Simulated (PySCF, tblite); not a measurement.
**C6H8AlNS: geometry, infrared bands and NMR shifts**

Wanted: the infrared bands and NMR shifts of C6H8AlNS (`CC#[N+][AlH2-][c]1cccs1`), by calculation.

Computed with tblite 0.8.0 and PySCF 2.14.0, with density-fitted response routines of our own, on a single molecule in the gas phase. Atoms count from 0, in the outputs and in this text.

## Step 1: The molecule as given

17 atoms, charge 0, multiplicity 1; geometry from: force field or distance geometry start.

Bonds of the start (Å): C0–C1 1.46, C1–N2 1.17, N2–Al3 1.85, Al3–C4 1.96, C4–C5 1.39, C5–C6 1.40, C6–C7 1.39, C7–S8 1.67, S8–C4 1.68, C0–H9 1.10, C0–H10 1.11, C0–H11 1.12, Al3–H12 1.61, Al3–H13 1.61, C5–H14 1.09, C6–H15 1.07, C7–H16 1.08.

## Step 2: Optimising the geometry with GFN2-xTB

The job: settings as JSON, then the geometry in Å.

```
{"job": {"kind": "relax", "xc": "GFN2-xTB", "basis": "xTB"}, "charge": 0, "multiplicity": 1}
C      0.745400     3.676900    -1.010100
C      0.354000     2.596700    -0.117100
N      0.069300     1.727700     0.608700
Al    -0.421600     0.344300     1.740600
C     -0.622700    -1.317300     0.714000
C      0.053500    -1.646600    -0.460500
C     -0.254900    -2.916800    -0.950100
C     -1.168700    -3.599900    -0.159700
S     -1.585300    -2.623500     1.134400
H      1.579000     4.245800    -0.565800
H      1.039600     3.256400    -1.990500
H     -0.132500     4.355600    -1.151000
H     -1.810400     0.687200     2.473600
H      0.722000     0.132800     2.846900
H      0.763100    -0.977000    -0.939700
H      0.179200    -3.333100    -1.832600
H     -1.549800    -4.597400    -0.351000
```

Command:

```
$ OMP_NUM_THREADS=1 python probes_run.py task.json out
```

One launch serves the whole session: the jobs run in the order shown.

**Question.** This job is followed by: GFN2-xTB harmonic vibrations, gas phase; GIAO PBE0/pcSseg-1 NMR shielding, non-relativistic, gas phase. What will the session give for the following? strongest single infrared mode (GFN2-xTB); zero-point energy (GFN2-xTB); 13C shifts against TMS (PBE0/pcSseg-1); 1H shifts against TMS (PBE0/pcSseg-1, means over atoms taken as alike); 15N shifts against NH3 (PBE0/pcSseg-1); 27Al shifts against AlH4- (PBE0/pcSseg-1); 33S shifts against CS2 (PBE0/pcSseg-1).

The runs gave:

| quantity | value |
| --- | --- |
| strongest single infrared mode (GFN2-xTB) | 636 cm⁻¹, 529 km/mol |
| zero-point energy (GFN2-xTB) | 70.4 kcal/mol |
| 13C shifts against TMS (PBE0/pcSseg-1) | 163.5, 141.1, 133.6, 132.5, 130.4, 0.9 ppm |
| 1H shifts against TMS (PBE0/pcSseg-1, means over atoms taken as alike) | 7.62, 7.26, 7.25, 4.55, 2.52 ppm |
| 15N shifts against NH3 (PBE0/pcSseg-1) | 242.8 ppm |
| 27Al shifts against AlH4- (PBE0/pcSseg-1) | 44.4 ppm |
| 33S shifts against CS2 (PBE0/pcSseg-1) | 282 ppm |

**Reading.** Relaxing lowered the energy by 0.609 eV in 125 steps; the close pair that moved most is Al3–S8, from 3.245 to 2.718 Å. The lowest mode is imaginary (23i cm⁻¹), so the xTB geometry is not a minimum. The strongest single mode, at 636 cm⁻¹, is carried by H12, H13, Al3. GFN2-xTB is a fitted tight-binding method: band positions and strengths are rough. Its intensities can rank the bands wrongly. At PBE0/pcSseg-1: Shielding is most anisotropic at N2 (span 454 ppm, paramagnetic term -312 ppm). NICS(1)zz of -29 ppm above the planar ring from C4 marks a diatropic (aromatic) ring current.
